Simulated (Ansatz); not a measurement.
# GeW (Fm-3m) in Ansatz: notebook, part 2 of 2

Ansatz 0.2.0.

### 3 Phonons, PBEsol

Input file input.yaml:

```yaml
crystal:
  lattice:
    - [0.0, 2.57761, 2.57761]
    - [2.57761, 0.0, 2.57761]
    - [2.57761, 2.57761, 0.0]
  atoms:
    - { symbol: Ge, position: [0.5, 0.5, 0.5] }
    - { symbol: W, position: [0.0, 0.0, 0.0] }
hamiltonian:
  xc: pbesol
  pseudopotentials: { kind: paw }
kpoints:
  mp_grid: { grid: [7, 7, 7] }
scf:
  occupations: { method: fermi_dirac, width: 0.05 }
phonons:
  method: dfpt
```

Potentials or basis: Ansatz PAW.

Launch:

```bash
$ ansatz run input.yaml --threads 2 --pin off --max-ram 5632MiB --backend cpu --events-out ev --progress --plain --runs-dir out
```

Log:

```text
Warning: RAYON_NUM_THREADS=2 ignored (pool sized by the plan → 2); use --threads N
Engine: ansatz 0.2.0, x86_64-unknown-linux-gnu
Pseudopotentials: kind: paw
Pseudopotential: Ge, paw, valence charge 14, recommended cutoff 420 eV (normal), Ge.paw.azcp
Pseudopotential: W, paw, valence charge 14, recommended cutoff 420 eV (normal), W.paw.azcp
Functional definition: PBEsol
  exchange = pbesol_x
  correlation = pbesol_c
Crystal: 2 atoms, lattice volume = 34.252 Å³
Basis set: ecut = 420 eV, 645 PW (Γ), exchange–correlation on 50×50×50 points (8 copies of the dense FFT grid, shifted against one another)
Bands: 18, of which v1, the nominal top of the filled ones, is band 14 counted from 1 (13 counted from 0)
Symmetry: 48 space group operations
k-points: 40 of 343 (irreducible under 8 space group operations, time reversal used)
Non-local potential: Ge, projectors of the file, l = 0: 2, l = 1: 2, l = 2: 3, l = 3: 1
Non-local potential: W, projectors of the file, l = 0: 3, l = 1: 2, l = 2: 2, l = 3: 1
PAW form: soft (Blöchl's): semilocal exchange-correlation on the pseudo side does not see the compensation charge
PAW frozen core: Ge, regenerated for the run's functional, and the local potential with it (the file was generated under x = pbe(κ = 0.804, μ = 0.2195149727645171), c = pbe(β = 0.06672455060314922))
PAW frozen core: W, regenerated for the run's functional, and the local potential with it (the file was generated under x = pbe(κ = 0.804, μ = 0.2195149727645171), c = pbe(β = 0.06672455060314922))
PAW one-centre angular grid: Ge, 590 points (default); XC on 64 Gauss nodes
PAW one-centre angular grid: W, 590 points (default); XC on 64 Gauss nodes
Initial density: superposition of atomic densities (neutral atoms: chi_scale 0, normalization atom), corrected by the library's trained network
Initial wavefunctions: pseudopotential atomic-orbital guess
Functional: x = pbesol(κ = 0.804, μ = 0.12345679012345678), c = pbesol(β = 0.046)
SCF iter   1: F=—  HF=-14508.394663 eV  |F-HF|=—  |Δ(HF+E_count)|=         —  Δρ=5.51e-3  dr2=1.12e-2  ethr=1.77e-3  ⟨swp⟩=5.9  Hψ=3628  notcnv=0
preconditioner: auto → Kerker (q_TF=auto, 2.638 Å⁻¹)  [metal: Δε(μ)=0.035 eV  Ē_g=16.862 eV  σ=0.050 eV  W_gap=0.17  n_scr=14 (ndim 8)  ℏωp=28.4 eV  f_vac=0.000  D(μ)=2.79/eV (n_scr^D=26)]
SCF iter   2: F=—  HF=-14508.392040 eV  |F-HF|=—  |Δ(HF+E_count)|=   2.62e-3  Δρ=2.51e-3  dr2=1.95e-3  ethr=3.99e-5  ⟨swp⟩=1.4  Hψ=1165  notcnv=0
SCF iter   3: F=—  HF=-14508.391689 eV  |F-HF|=—  |Δ(HF+E_count)|=   3.51e-4  Δρ=6.52e-4  dr2=1.17e-4  ethr=6.98e-6  ⟨swp⟩=2.0  Hψ=886  notcnv=0
SCF iter   4: F=—  HF=-14508.391665 eV  |F-HF|=—  |Δ(HF+E_count)|=   2.39e-5  Δρ=2.94e-4  dr2=2.23e-5  ethr=4.19e-7  ⟨swp⟩=2.0  Hψ=1007  notcnv=0
SCF iter   5: F=—  HF=-14508.391665 eV  |F-HF|=—  |Δ(HF+E_count)|=   1.93e-8  Δρ=5.89e-5  dr2=1.32e-6  ethr=7.95e-8  ⟨swp⟩=2.0  Hψ=1010  notcnv=0
SCF iter   6: F=—  HF=-14508.391662 eV  |F-HF|=—  |Δ(HF+E_count)|=   2.43e-6  Δρ=1.28e-5  dr2=4.05e-8  ethr=4.70e-9  ⟨swp⟩=3.0  Hψ=1218  notcnv=0
SCF iter   7: F=—  HF=-14508.391662 eV  |F-HF|=—  |Δ(HF+E_count)|=   3.69e-9  Δρ=2.66e-6  dr2=1.64e-9  ethr=1.45e-10  ⟨swp⟩=2.0  Hψ=1118  notcnv=0
SCF iter   8: F=—  HF=-14508.391662 eV  |F-HF|=—  |Δ(HF+E_count)|=  1.78e-10  Δρ=4.12e-7  dr2=3.83e-11  ethr=5.86e-12  ⟨swp⟩=2.2  Hψ=1130  notcnv=0
SCF iter   9: F=-14508.391662 eV  HF=-14508.391662 eV  |F-HF|=1.27e-11  |Δ(HF+E_count)|=  1.27e-11  Δρ=4.36e-8  dr2=3.79e-13  ethr=1.00e-12  ⟨swp⟩=5.1  Hψ=2965  notcnv=0
SCF 1 converged in 9 iterations: F = -14508.391662 eV  dr2 = 3.79e-13
DFPT response loops at Γ: preconditioner auto → Kerker (q_TF=auto, 2.638 Å⁻¹) (partly filled bands, converged f_vac=0.000); β = 1.00, the filter's whole step (`scf.mixing.beta` (0.50) is not read by the response loops under this deck's `scf.mixing.preconditioner`; to damp them name `kerker` or `kerker_dos`, under which they read `scf.mixing.beta`, and type it under 1.00, their step now; both keys bind the ground state too); Broyden in place of MSR1
SCF converged after 9 iterations
Free energy (F): -14508.391662 eV
Harris-Foulkes:  -14508.391662 eV  (|F-HF|=1.27e-11)
Internal energy: -14508.370616 eV  (E = F + TS)
E sigma→0 (E₀):  -14508.381139 eV
Entropy (-TS):   -0.021046 eV (-10.523 meV/atom)
Fermi energy:    16.467195 eV
--- Per-component energies (eV) ---
  E_band       = -207.236811
  E_kinetic    = 562.295554
  E_local      = -2820.214626  (includes V_loc(G=0)·N_el)
  E_nonlocal   = 426.347383
  E_hartree    = 1184.845123
  E_xc         = -339.558899
  E_vxc        = -302.635786  (∫ρ·V_xc dr)
  E_paw        = -10416.552203  (= ΣΔE_a)
  E_vpaw       = -442.719868  (= ΣTr[D̂ρ^β])
  E_aug_tail   = 0.000269  (compensation charges beyond the density's cutoff)
  E_ewald      = -3106.672946
  E_core_change = 1.139728  (= ΣΔE_core)
  E_smearing   = -0.021046  (= −TS)
  E_closure    = -0.000000  (closes the sum)
  Σ components = -14508.391662   (vs F -14508.391662, Δ=0.00e0)
--- Band table (eV; the first three rows and the last of 40) ---
  k-point 0: bands = ["-57.9426", "-22.1603", "-22.1603", "-22.1603", "-7.9727", "-7.9727", "-7.9116", "-7.9116", "-7.9116", "4.1091", "14.8296", "14.8296", "14.8296", "15.5786", "15.5786", "18.8735", "18.8735", "18.8735"]
  k-point 1: bands = ["-57.9420", "-22.1799", "-22.1639", "-22.1639", "-7.9656", "-7.9656", "-7.9098", "-7.9086", "-7.9086", "4.5067", "14.0844", "14.5142", "14.5142", "15.3151", "15.3151", "18.0562", "20.1888", "20.1888"]
  k-point 2: bands = ["-57.9406", "-22.2236", "-22.1718", "-22.1718", "-7.9498", "-7.9498", "-7.9057", "-7.9016", "-7.9016", "5.6369", "12.1604", "13.4296", "13.4296", "16.0119", "16.0119", "17.4704", "22.5110", "22.5110"]
  k-point 39: bands = ["-57.9384", "-22.2284", "-22.2247", "-22.1969", "-7.9638", "-7.9418", "-7.9053", "-7.8979", "-7.8866", "7.3690", "11.6666", "12.3127", "13.1261", "16.4446", "17.1476", "18.1397", "18.2565", "19.9598"]
--- Phonons (Γ-DFPT): 2 representative perturbations + reference, on 40 of 343 k-points (Σ response iterations 6) ---
  k mesh reduced under 8 symmetry operations, with k and −k counted as one. Each operation leaves every solved perturbation unchanged. A smaller set is not used because it would not reduce the number of displacements times k-points to solve
  ASR residual: 1.157e-3 → 0.000e0 eV/Å²; symmetrization residual: 7.633e-6 eV/Å²
  ASR residual per site (eV/Å²): 1.07e-5 1.16e-3
  Γ frequencies (cm⁻¹): 0.00 0.00 0.00 213.37 213.37 213.37
  non-analytic LO–TO correction: not included (Born effective charges unavailable; polar crystals: no LO–TO splitting at Γ)
```

Run time: 3.3 s. Hardware: 2 threads of Intel Xeon Platinum 8375C at 2.90GHz (Ice Lake), shared host; peak memory 0.48 GiB.

What came out:

```yaml
Free_energy: -14508.3917 eV
Band_gap_on_the_k_mesh: none (metal or under the smearing width)
Highest_phonon_frequency_at_Γ: 213 cm⁻¹
```

Phonon frequencies in cm⁻¹ (negative: imaginary):
```
              q point        frequencies
(0.000, 0.000, 0.000)  0 0 0 213 213 213
```

Caveat: the PAW data sets come from PBE, with cores solved anew for the run's functional, which leaves a small shift of forces and pressure. The run has no spin-orbit coupling, so splittings on W are missing.

### 4 Elastic constants, PBEsol

Edit input.yaml of step 3 so:

```diff
@@ -15,3 +15,7 @@
   occupations: { method: fermi_dirac, width: 0.05 }
-phonons:
-  method: dfpt
+output:
+  forces: true
+  stress: true
+elastic:
+  mode: relaxed_ion
+  stencil: two_point
```

Launch:

```bash
$ ansatz run input.yaml --threads 2 --pin off --max-ram 5632MiB --backend cpu --events-out ev --progress --plain --runs-dir out
```

Wall time 3.9 s (2 threads of Intel Xeon Platinum 8375C at 2.90GHz (Ice Lake), shared host); peak memory 0.41 GiB.

The run converged. Its results:

- Free energy: -14508.3917 eV
- Pressure: -5.9 GPa
- Band gap on the k mesh: none (metal or under the smearing width)
- Elastic constants C11, C12, C44: 302, 90, 5 GPa
- Voigt bulk modulus: 161 GPa

Levels at points of the mesh, in eV from the Fermi level:
```tsv
k point	band 10	band 11	band 12	band 13	band 14	band 15	band 16	band 17	band 18
(0.00, 0.00, 0.00)	-12.36	-1.64	-1.64	-1.64	-0.89	-0.89	2.41	2.41	2.41
```

Elastic tensor in Voigt notation (GPa, in the Cartesian axes of the cell as first typed):
```
302  90  90   0   0   0
 90 302  90   0   0   0
 90  90 302   0   0   0
  0   0   0   5   0   0
  0   0   0   0   5   0
  0   0   0   0   0   5
```

Caveat: the cell is more than 3 GPa from zero pressure, which shifts response properties; elastic constants of metals need much finer meshes, so these are rough; the PAW data sets come from PBE, with cores solved anew for the run's functional, which leaves a small shift of forces and pressure. Spin-orbit coupling is left out, which matters for the levels of W.

### 5 Summary

```csv
task,level,atoms under strain,gap on the mesh (eV),pressure (GPa)
elastic constants,PBE,relaxed,none,0.0
phonons,PBEsol,-,none,-
elastic constants,PBEsol,relaxed,none,-5.9
```

Alike in all rows: potentials or basis Ansatz PAW; no spin polarisation; cell as given; k mesh 7 × 7 × 7; cutoff (eV) 420; smearing fermi-dirac 0.05 eV.

Every run on the cell as given and a fine mesh finds a metal.

Caveats: elastic constants of metals need much finer meshes, so these are rough (some runs); the PAW data sets come from PBE, with cores solved anew for the run's functional, which leaves a small shift of forces and pressure (some runs); the cell is more than 3 GPa from zero pressure, which shifts response properties (some runs).

Absolute energies hang on the potentials; compare differences alone.
